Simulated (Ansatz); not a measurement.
# Cl2H2OSi: the cost of one run

Program: Ansatz 0.2.0. Level of theory: RKS LDA/def2-SVPD. These are calculated values, not measurements.

## Step 1: The structure to begin with

Bond lengths: Si1–Cl2 2.011 Å, Si1–Cl3 2.032 Å, Si1–H4 1.563 Å, O5–H6 0.957 Å. Angles: Cl2–Si1–Cl3 105.1°, Cl2–Si1–H4 122.7°, Cl3–Si1–H4 116.1°.

Coordinates:

```xyz
6

Si    0.0785   -0.9383    0.0214
Cl    1.7328   -1.1855   -1.0949
Cl   -1.4503   -0.8402   -1.3140
H     0.0091    0.0630    1.2198
O     0.2085    1.1818    0.6267
H    -0.5786    1.7191    0.5411
```

## Step 2: Pulling towards end A

Springs on the bonds that form and break draw the guess towards this end; the thresholds are loose.

The input, input.yaml:

```yaml
crystal:
  periodic: [false, false, false]
  atoms:
    - { symbol: Si, position_ang: [0.0785, -0.9383, 0.0214] }
    - { symbol: Cl, position_ang: [1.7328, -1.1855, -1.0949] }
    - { symbol: Cl, position_ang: [-1.4503, -0.8402, -1.314] }
    - { symbol: H, position_ang: [0.0091, 0.063, 1.2198] }
    - { symbol: O, position_ang: [0.2085, 1.1818, 0.6267] }
    - { symbol: H, position_ang: [-0.5786, 1.7191, 0.5411] }
basis:
  gaussian: { orbitals: def2-SVPD }
hamiltonian:
  xc: lda
relax:
  f_tol: 0.15
  max_steps: 25
  restrain:
    - { distance: [0, 3], at: 2.72, k: 30.0 }
    - { distance: [0, 4], at: 3.07, k: 30.0 }
    - { distance: [3, 4], at: 0.97, k: 30.0 }
```

Started as:

```sh
> ansatz run input.yaml --threads 2 --pin off --max-ram 3072MiB --backend cpu --events-out ev --progress --plain --runs-dir out
```

Q: Estimate wall time and peak memory on 2 threads of Intel Xeon 6975P-C (Granite Rapids), shared host.

About 15 s, with a peak of 0.17 GiB.
